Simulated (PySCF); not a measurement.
# Cl2HfS: changing the method

What do other methods print for Cl2HfS?

Computed with PySCF 2.14.0. Level: method and basis as typed in the scripts.

## (1) Where the work starts

Cl2HfS: 4 atoms, charge 0, spin multiplicity 1.

Bond lengths: Hf1–S2 2.222 Å, Hf1–Cl3 2.355 Å, Hf1–Cl4 2.355 Å. Angles: S2–Hf1–Cl3 109.5°, S2–Hf1–Cl4 109.5°, Cl3–Hf1–Cl4 114.2°.

## (2) The base run

Contents of input.py:

```python
from pyscf import gto, scf, mp

mol = gto.M(
    atom='Hf -0.0108 -0.0187 0.2471; S -1.0663 -1.8469 -0.4453; Cl 2.2329 -0.0878 -0.4656; Cl -1.1925 1.8899 -0.4656',
    basis='sbkjc',
    ecp={'Hf': 'sbkjc', 'S': 'sbkjc', 'Cl': 'sbkjc'},
    charge=0,
    spin=0,
    verbose=3,
)
mf = scf.RHF(mol)
mf.level_shift = 0.3
mf.kernel()
mp.MP2(mf).kernel()
mf.dip_moment()
print('orbital energies (hartree):', mf.mo_energy[..., max(0, mol.nelec[1]-3):mol.nelec[0]+3].round(4))
```

Launch:

```bash
> OMP_NUM_THREADS=1 python input.py
```

## (3) Lda,vwn (RKS)

Variant 1 changes functional: none (Hartree–Fock) → lda,vwn; SCF type: RHF → RKS; step after the SCF: mp2 → analyze.

input.py, as its differences from that of step 2:

```diff
@@ -1,2 +1,2 @@
-from pyscf import gto, scf, mp
+from pyscf import gto, dft
 
@@ -10,6 +10,6 @@
 )
-mf = scf.RHF(mol)
+mf = dft.RKS(mol, xc='lda,vwn')
 mf.level_shift = 0.3
 mf.kernel()
-mp.MP2(mf).kernel()
+mf.mulliken_pop()
 mf.dip_moment()
```

## (4) TDHF

Variant 2 changes step after the SCF: mp2 → tddft; number of roots: none → 3.

input.py, as its differences from that of step 2:

```diff
@@ -1,2 +1,2 @@
-from pyscf import gto, scf, mp
+from pyscf import gto, scf, tdscf
 
@@ -13,3 +13,6 @@
 mf.kernel()
-mp.MP2(mf).kernel()
+td = tdscf.TDHF(mf)
+td.nstates = 3
+td.kernel()
+td.analyze(verbose=3)
 mf.dip_moment()
```

## (5) M06l (RKS)

Variant 3 changes functional: none (Hartree–Fock) → m06l; SCF type: RHF → RKS; step after the SCF: mp2 → analyze.

input.py, as its differences from that of step 2:

```diff
@@ -1,2 +1,2 @@
-from pyscf import gto, scf, mp
+from pyscf import gto, dft
 
@@ -10,6 +10,6 @@
 )
-mf = scf.RHF(mol)
+mf = dft.RKS(mol, xc='m06l')
 mf.level_shift = 0.3
 mf.kernel()
-mp.MP2(mf).kernel()
+mf.mulliken_pop()
 mf.dip_moment()
```

**Question.** What will these runs give? Wanted: for each run, E(SCF); from base; SCF dipole; after the SCF.

As calculated:

```
          run  E(SCF) (hartree)  from base (eV)  SCF dipole (D)              after the SCF
         base        -87.776790               0            5.91  MP2 correlation -7.621 eV
lda,vwn (RKS)        -88.732425  not comparable            4.46                        n/a
         TDHF        -87.776790          0.0000            5.91  lowest root found 3.20 eV
   m06l (RKS)        -88.981520  not comparable            4.86                        n/a
```

What this shows: Total energies of different functionals can't be compared with each other; differences within one functional can. The dearest run is “m06l (RKS)”, at 25 s against 2.1 s.
